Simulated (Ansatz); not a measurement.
# Cs2KVF6: the cost of one run

Method: reference: DFT PBEsol, plane waves, PAW, scalar-relativistic, no spin polarisation, in Ansatz 0.2.0.

### Step 1. The starting structure

Symmetry: Fm-3m, No. 225, cubic system. Conventional cell: a = 9.070 Å, b = 9.070 Å, c = 9.070 Å, α = 90.00°, β = 90.00°, γ = 90.00°. F (site symmetry 4mm) has 1 V at 1.95 Å and 1 K at 2.59 Å as nearest neighbours. K (site symmetry m-3m) has 6 F at 2.59 Å as nearest neighbours. V (site symmetry m-3m) is surrounded by 6 F at 1.95 Å. Cs (site symmetry -43m) is surrounded by 12 F at 3.22 Å.

As a file:

```cif
data_structure
_symmetry_space_group_name_H-M 'P 1'
_symmetry_Int_Tables_number 1
_cell_length_a 6.4136
_cell_length_b 6.4136
_cell_length_c 6.4136
_cell_angle_alpha 60.000
_cell_angle_beta 60.000
_cell_angle_gamma 60.000
_cell_volume 186.55
loop_
_atom_site_label
_atom_site_type_symbol
_atom_site_fract_x
_atom_site_fract_y
_atom_site_fract_z
_atom_site_occupancy
F1 F 0.78500 0.21500 0.21500 1
F2 F 0.21500 0.78500 0.21500 1
F3 F 0.21500 0.78500 0.78500 1
F4 F 0.78500 0.21500 0.78500 1
F5 F 0.21500 0.21500 0.78500 1
F6 F 0.78500 0.78500 0.21500 1
K1 K 0.50000 0.50000 0.50000 1
V1 V 0.00000 0.00000 0.00000 1
Cs1 Cs 0.25000 0.25000 0.25000 1
Cs2 Cs 0.75000 0.75000 0.75000 1
```

### Step 2. Baseline

input.yaml

```yaml
crystal:
  lattice:
    - [0.0, 4.535109, 4.535109]
    - [4.535109, 0.0, 4.535109]
    - [4.535109, 4.535109, 0.0]
  atoms:
    - { symbol: F, position: [0.785, 0.215, 0.215] }
    - { symbol: F, position: [0.215, 0.785, 0.215] }
    - { symbol: F, position: [0.215, 0.785, 0.785] }
    - { symbol: F, position: [0.785, 0.215, 0.785] }
    - { symbol: F, position: [0.215, 0.215, 0.785] }
    - { symbol: F, position: [0.785, 0.785, 0.215] }
    - { symbol: K, position: [0.5, 0.5, 0.5] }
    - { symbol: V, position: [0.0, 0.0, 0.0] }
    - { symbol: Cs, position: [0.25, 0.25, 0.25] }
    - { symbol: Cs, position: [0.75, 0.75, 0.75] }
  symmetry: { tolerance: 0.0003 }
kpoints:
  mp_grid: { grid: [4, 4, 4], shift: [0, 0, 0] }
magnetization:
  spin_polarized: false
scf:
  occupations: { method: fermi_dirac, width: 0.0531 }
hamiltonian:
  pseudopotentials: { kind: paw }
  xc: pbesol
basis:
  ecutwfc: 420
output:
  forces: true
  stress: true
  eigenvalues: true
```

The run is started by

```
$ ansatz run input.yaml --threads 1 --pin off --max-ram 2560MiB --backend cpu --events-out ev --progress --plain --runs-dir out
```

**Question.** How long does this run take on 1 thread of Arm Neoverse V2, shared host, and how much memory does it need?

About 6.5 s, with a peak of 0.46 GiB.
